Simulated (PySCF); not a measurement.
**RbB⁺ with other numerical set-ups**

Which parts of the numerical set-up matter for RbB⁺? Each run edits the base script.

Program: PySCF 2.14.0. Level of theory: each script names its method and basis. These are calculated values, not measurements.

4 further runs of the same task are left out: 1 for a known fault of the program, 3 that didn't finish.

## 1. The starting structure

RbB⁺: 2 atoms, charge 1, spin multiplicity 2.

Bond lengths: Rb1–B2 2.678 Å.

## 2. Base script

input.py reads:

```python
from pyscf import gto, dft

mol = gto.M(
    atom='Rb 0 0 0; B 0 0 2.678',
    basis='lanl2dz',
    ecp={'Rb': 'lanl2dz'},
    charge=1,
    spin=1,
    verbose=4,
)
mf = dft.UKS(mol, xc='bp86')
mf.kernel()
mf.stability(internal=True, external=True)
mf.dip_moment()
print('orbital energies (hartree):', [e[max(0, n-3):n+3].round(4) for e, n in zip(mf.mo_energy, mol.nelec)])
```

Launch:

```sh
$ python input.py
```

Its log is not repeated here.

Base result: E(SCF) = -48.352269 Eh, 9 cycles, ⟨S²⟩ = 0.751, internal stable; real -> complex stable; UHF/UKS -> GHF/GKS unstable.

The bond length is a typed value, not an optimised one. The dipole of an ion depends on the origin.

## 3. Density fitting weigend

Variant 1 changes density fitting: none → weigend.

input.py reads:

```python
from pyscf import gto, dft

mol = gto.M(
    atom='Rb 0 0 0; B 0 0 2.678',
    basis='lanl2dz',
    ecp={'Rb': 'lanl2dz'},
    charge=1,
    spin=1,
    verbose=4,
)
mf = dft.UKS(mol, xc='bp86')
mf = mf.density_fit(auxbasis='weigend')
mf.kernel()
mf.stability(internal=True, external=True)
mf.dip_moment()
print('orbital energies (hartree):', [e[max(0, n-3):n+3].round(4) for e, n in zip(mf.mo_energy, mol.nelec)])
```

Launch:

```sh
$ python input.py
```

## 4. Sbkjc

Variant 2 changes basis set: lanl2dz → sbkjc. The core potential changes with it: totals don't compare.

input.py: that of step 2 with these lines changed.

```diff
@@ -4,4 +4,4 @@
     atom='Rb 0 0 0; B 0 0 2.678',
-    basis='lanl2dz',
-    ecp={'Rb': 'lanl2dz'},
+    basis='sbkjc',
+    ecp={'Rb': 'sbkjc', 'B': 'sbkjc'},
     charge=1,
```

## 5. Core potential off

Variant 3 changes core potential: on → off. The core potential changes with it: totals don't compare.

input.py: that of step 2 with these lines changed.

```diff
@@ -5,3 +5,2 @@
     basis='lanl2dz',
-    ecp={'Rb': 'lanl2dz'},
     charge=1,
```

## 6. Ano-rcc-vdzp (core potential off, X2C on)

Variant 4 changes basis set: lanl2dz → ano-rcc-vdzp; core potential: on → off; spin-free X2C: off → on. The core potential changes with it: totals don't compare.

input.py: that of step 2 with these lines changed.

```diff
@@ -4,4 +4,3 @@
     atom='Rb 0 0 0; B 0 0 2.678',
-    basis='lanl2dz',
-    ecp={'Rb': 'lanl2dz'},
+    basis='ano-rcc-vdzp',
     charge=1,
@@ -11,2 +10,3 @@
 mf = dft.UKS(mol, xc='bp86')
+mf = mf.sfx2c1e()
 mf.kernel()
```

## 7. Cartesian functions on

Variant 5 changes Cartesian functions: off → on.

input.py: that of step 2 with these lines changed.

```diff
@@ -8,2 +8,3 @@
     spin=1,
+    cart=True,
     verbose=4,
```

What does the calculation give? Wanted: for each run, E(SCF); from base; gap, α spin; after the SCF.

**Answer**, as computed:

| run | E(SCF) (hartree) | from base (eV) | cycles | gap, α spin (eV) | functions | after the SCF |
| --- | --- | --- | --- | --- | --- | --- |
| base | -48.352269 | 0 | 9 | 0.47 | 21 | unstable: UHF/UKS -> GHF/GKS |
| density fitting weigend | -48.352324 | not comparable | 9 | 0.47 | 21 | unstable: UHF/UKS -> GHF/GKS |
| sbkjc | -2.601423 | not comparable | 7 | 0.69 | 16 | unstable: internal, UHF/UKS -> GHF/GKS |
| core potential off (poor choice) | -287.234817 | not comparable | 5 | n/a | 21 | unstable: UHF/UKS -> GHF/GKS |
| ano-rcc-vdzp (core potential off, X2C on) | -3005.802572 | not comparable | 10 | 0.53 | 45 | unstable: internal, UHF/UKS -> GHF/GKS |
| Cartesian functions on | -48.352269 | 0.0000 | 9 | 0.47 | 21 | unstable: UHF/UKS -> GHF/GKS |

In words: With Cartesian functions on the SCF ends at the base energy. The basis has no d shells, so the Cartesian switch can't act. The dearest run is “ano-rcc-vdzp (core potential off, X2C on)”, at 13 s against 3.6 s. Rows marked «poor choice» come from settings spoiled on purpose.
